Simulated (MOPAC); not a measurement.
# Si2H5SO4F (SMILES O[SiH](O)S[Si](O)(O)F): PM6-D3 (COSMO toluene)

Wanted: the charge distribution of Si2H5SO4F. 

The results are computed with MOPAC 23.2.5.

4 further runs of the same task are left out: 1 that didn't finish, 3 set aside as unsound or not needed.

## Step 1: The structure to begin with

Si2H5SO4F has 13 atoms, charge 0, and is taken as a singlet. As SMILES, `O[SiH](O)S[Si](O)(O)F`. Geometry: a rough force-field guess. This is one conformer, not always the lowest.

Bond lengths: O1–Si2 1.687 Å, Si2–O3 1.668 Å, Si2–S4 2.064 Å, S4–Si5 2.047 Å, Si5–O6 1.652 Å, Si5–O7 1.646 Å, Si5–F8 1.594 Å, O1–H9 1.030 Å, Si2–H10 1.483 Å, O3–H11 0.956 Å, O6–H12 0.971 Å, O7–H13 1.045 Å. Some angles: O1–Si2–O3 107.0°, O1–Si2–S4 107.2°, O3–Si2–S4 108.2°, Si2–S4–Si5 97.3°, S4–Si5–O6 109.6°, S4–Si5–O7 108.6°, S4–Si5–F8 114.8°, O6–Si5–O7 106.4°, O6–Si5–F8 108.9°, O7–Si5–F8 108.3°.

## Step 2: The charge distribution at PM6-D3 (COSMO toluene)

run.mop reads:

```
PM6-D3 ENPART PL EPS=2.37 1SCF AUX(PRECISION=6) T=10M THREADS=1
job FH5O4SSi2

O
Si 1 r2
O 2 r3 1 a3
S 2 r4 3 a4 1 d4
Si 4 r5 2 a5 3 d5
O 5 r6 4 a6 2 d6
O 5 r7 6 a7 4 d7
F 5 r8 7 a8 6 d8
H 1 r9 2 a9 3 d9
H 2 r10 3 a10 1 d10
H 3 r11 2 a11 10 d11
H 6 r12 5 a12 8 d12
H 7 r13 5 a13 8 d13

r2 1.687141
r3 1.668037
a3 107.046960
r4 2.063892
a4 108.240890
d4 -115.300120
r5 2.047131
a5 97.275820
d5 -91.733960
r6 1.652278
a6 109.577390
d6 -75.534550
r7 1.645698
a7 106.447990
d7 117.203190
r8 1.593601
a8 108.281900
d8 -116.929740
r9 1.029641
a9 108.941780
d9 -120.964720
r10 1.482776
a10 113.398340
d10 118.131710
r11 0.955914
a11 111.787300
d11 120.350890
r12 0.971237
a12 115.753970
d12 69.977040
r13 1.044932
a13 114.075470
d13 79.263550
```

On the command line:

```console
$ mopac run.mop
```

**Question.** What will come out? Wanted: dipole moment; HOMO energy; LUMO energy; HOMO–LUMO gap; heat of formation.

Computed results:

At PM6-D3 (COSMO toluene):

| quantity | value |
| --- | --- |
| dipole moment | 2.45 D |
| HOMO energy | -9.83 eV |
| LUMO energy | -0.50 eV |
| HOMO–LUMO gap | 9.33 eV |
| heat of formation | -419.7 kcal/mol |
